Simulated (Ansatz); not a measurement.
Working through a single point of RbAuCl3 (distorted cell)

Program: Ansatz 0.2.0, Python API.

`rbaucl3.xyz`
```text
5
Lattice="5.16353 0.0 0.0 0.0 5.16353 0.0 0.0 0.0 5.16353" Properties=species:S:1:pos:R:3 pbc="T T T"
Rb    2.52925190    2.60851209    2.54706608
Au    0.01265065    5.13223901    0.00366611
Cl    0.00325302    0.01192775    2.55460483
Cl    2.54877004    0.00387265    5.05669656
Cl    0.01270228    2.55992327    5.13466587
```

Notebook, run cell by cell (the value of a cell's last expression is shown):

**Cell 1**
```python
from collections import Counter
import json

import ansatz as az
import numpy as np
from pymatgen.core import Structure
```

**Cell 2**
```python
params = {
    "xc": "pbesol",
    "filling": "tetrahedron",
    "tolerance": 1e-09,
}
```

**Cell 3**
```python
cell = az.Crystal.from_extxyz("rbaucl3.xyz")
```

**Cell 4**
```python
len(cell.resolved().sites)
```
Output:
```text
5
```

**Cell 5**
```python
# functional, basis and sampling
model = (
    cell.calculation()
    .functional(params["xc"])
    .pseudopotentials("nc")
    .accuracy("medium")
    .kpoints(2)
    .occupations(params["filling"])
    .mixing("anderson", preconditioner="local_kerker")
    .scf(tolerance=params["tolerance"], self_checks="high")
    .density()
)
done = model.run(events_out="events.ndjson")
rep = done.report
```
Output:
```text
DeckWarning: basis.ecutwfc = 1034.032677 eV, auto-derived from the records' recommended cutoffs: set by Au (normal level)
```

**Cell 6**
```python
rep["mixing_algorithm"], rep["preconditioner"], rep["eigensolver"]
```
Output:
```text
('Anderson', 'local-Kerker', 'band_cg')
```

**Cell 7**
```python
with open("events.ndjson") as stream:
    kinds = Counter(json.loads(line)["event"] for line in stream)
print("events:", {kind: kinds[kind] for kind in ("scf_iter", "scf_done", "notice", "finished")})
```
Output:
```text
events: {'scf_iter': 11, 'scf_done': 1, 'notice': 2, 'finished': 1}
```

**Cell 8**
```python
energy = rep["free_energy_ev"]
print("RbAuCl3: {:.6f} eV = {:.6f} Ry = {:.6f} Ha".format(energy, energy / 13.605693, energy / 27.211386))
print("Fermi level {:.4f} eV, {} k-points, {} symmetry operations".format(rep["fermi_energy_ev"], rep["n_kpoints"], rep["n_symmetry_ops"]))

final = Structure(done.lattice.cell_ang, [s.symbol for s in done.lattice.sites], [s.position_frac for s in done.lattice.sites])
# shortest distances, periodic images included
for index, site in enumerate(final):
    near = final.get_neighbors(site, 4.5)
    edge = 1.15 * min(n.nn_distance for n in near)
    shell = Counter((round(n.nn_distance, 2), n.specie.symbol) for n in near if n.nn_distance < edge)
    print(f"{index:2d} {site.specie.symbol:2s}", ", ".join(f"{count} {symbol} at {d:.2f}" for (d, symbol), count in sorted(shell.items())))

print(len(rep["kpoints_frac"]), "irreducible k-points (fractions, weight)")
for k, weight in list(zip(rep["kpoints_frac"], rep["kweights"]))[:8]:
    print("  {:8.4f} {:8.4f} {:8.4f}".format(*k), f"{weight:10.6f}")
```
Output:
```text
RbAuCl3: -6088.200164 eV = -447.474463 Ry = -223.737231 Ha
Fermi level 4.7007 eV, 8 k-points, 1 symmetry operations
 0 Rb 1 Cl at 3.58, 2 Cl at 3.60, 1 Cl at 3.61, 2 Cl at 3.62, 1 Cl at 3.68, 2 Cl at 3.69, 2 Cl at 3.70, 1 Cl at 3.72
 1 Au 1 Cl at 2.54, 1 Cl at 2.55, 1 Cl at 2.57, 1 Cl at 2.59, 1 Cl at 2.61, 1 Cl at 2.63
 2 Cl 1 Au at 2.55, 1 Au at 2.61
 3 Cl 1 Au at 2.54, 1 Au at 2.63
 4 Cl 1 Au at 2.57, 1 Au at 2.59
8 irreducible k-points (fractions, weight)
    0.0000   0.0000   0.0000   0.125000
    0.0000   0.0000  -0.5000   0.125000
    0.0000  -0.5000   0.0000   0.125000
    0.0000  -0.5000  -0.5000   0.125000
   -0.5000   0.0000   0.0000   0.125000
   -0.5000   0.0000  -0.5000   0.125000
   -0.5000  -0.5000   0.0000   0.125000
   -0.5000  -0.5000  -0.5000   0.125000
```

**Cell 9**
```python
rho = done.density()
total = sum(ch.density_e_per_ang3 for ch in rho.channels[:2]) if len(rho.channels) < 3 else rho.channels[0].density_e_per_ang3
print("grid", rho.dims, "electrons", round(float(total.mean() * rho.cell_volume_ang3), 4))
profile = total.mean(axis=(0, 1))
print("planar average along grid axis 2 (e/A^3):")
print(np.array2string(profile[:: max(len(profile) // 16, 1)], precision=4))
```
Output:
```text
grid (60, 60, 60) electrons 49.0
planar average along grid axis 2 (e/A^3):
[0.9221 0.8834 0.5664 0.254  0.1197 0.0792 0.0983 0.1837 0.3114 0.3757
 0.3832 0.3688 0.2826 0.1564 0.0894 0.0868 0.1472 0.3063 0.6137 0.8903]
```

**Cell 10**
```python
for term in (az.EnergyTerm.SMEARING, az.EnergyTerm.DISPERSION):
    print(f"F without {term.name.lower()}: {az.free_energy_without(rep, term):.5f} eV")
```
Output:
```text
F without smearing: -6088.16638 eV
F without dispersion: -6088.20016 eV
```

Reading the output:
- These settings explore the input space; cutoff and mesh may be short of convergence.
- The cell holds an odd number of electrons and is run without spin, so a magnetic state may lie lower.
- For a metal this mesh is far too coarse, so the numbers only illustrate the procedure.
- The zero of the levels is a convention of the potentials, so an absolute Fermi energy is no work function.
- Spin-orbit coupling, which matters for elements this heavy, is left out.
- The fields are valence quantities on the plane-wave grid; their values near the nuclei depend on the potentials.
- The cell is a database structure, distorted on purpose.
- Warnings are shown shortened and without file and line.
- Hardware and time: 7.4 s on 1 thread of Arm Neoverse V2, on a shared host, peak memory 0.56 GiB.

(Lines on the test bed's own set-up are left out of the output.)
